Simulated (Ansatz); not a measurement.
# TiFe: the cost of one run

Computed with Ansatz 0.2.0 (DFT PBEsol, scalar-relativistic, plane waves, PAW, unless a step's input says otherwise).

### 1 Starting point

It takes space group Pm-3m (No. 221, cubic). Conventional cell: a = 2.970 Å, b = 2.970 Å, c = 2.970 Å, α = 90.00°, β = 90.00°, γ = 90.00°. Around Fe (site symmetry m-3m) lie 8 Ti at 2.57 Å. Ti (site symmetry m-3m) is surrounded by 8 Fe at 2.57 Å.

Coordinates:

```cif
data_structure
_symmetry_space_group_name_H-M 'Pm-3m'
_symmetry_Int_Tables_number 221
_cell_length_a 2.9700
_cell_length_b 2.9700
_cell_length_c 2.9700
_cell_angle_alpha 90.000
_cell_angle_beta 90.000
_cell_angle_gamma 90.000
_cell_volume 26.20
loop_
_atom_site_label
_atom_site_type_symbol
_atom_site_symmetry_multiplicity
_atom_site_Wyckoff_symbol
_atom_site_fract_x
_atom_site_fract_y
_atom_site_fract_z
_atom_site_occupancy
Fe1 Fe 1 a 0.00000 0.00000 0.00000 1
Ti1 Ti 1 b 0.50000 0.50000 0.50000 1
```

### 2 Relaxing cell and atoms: TiFe, no spin

The input, input.yaml:

```yaml
crystal:
  lattice:
    - [2.97, 0.0, 0.0]
    - [0.0, 2.97, 0.0]
    - [0.0, 0.0, 2.97]
  atoms:
    - { symbol: Fe, position: [0.0, 0.0, 0.0] }
    - { symbol: Ti, position: [0.5, 0.5, 0.5] }
scf:
  occupations: { method: gaussian, width: 0.1 }
output:
  forces: true
  stress: true
  eigenvalues: true
  write_density: true
  write_potential: true
  elf: true
  volumetric_format: npy
kpoints:
  mp_grid: { grid: [18, 18, 18] }
hamiltonian:
  xc: pbesol
relax:
  f_tol: 0.003
  max_steps: 60
  cell: { stress_tol: 0.02 }
```

Run with:

```bash
$ ansatz run input.yaml --threads 4 --pin off --max-ram 8192MiB --backend cpu --events-out ev --progress --plain --runs-dir out
```

What time and memory should one allow on 4 threads of Intel Xeon Platinum 8175M at 2.50GHz (Skylake/Cascade Lake), shared host?

About 8.7 s, with a peak of 0.48 GiB.
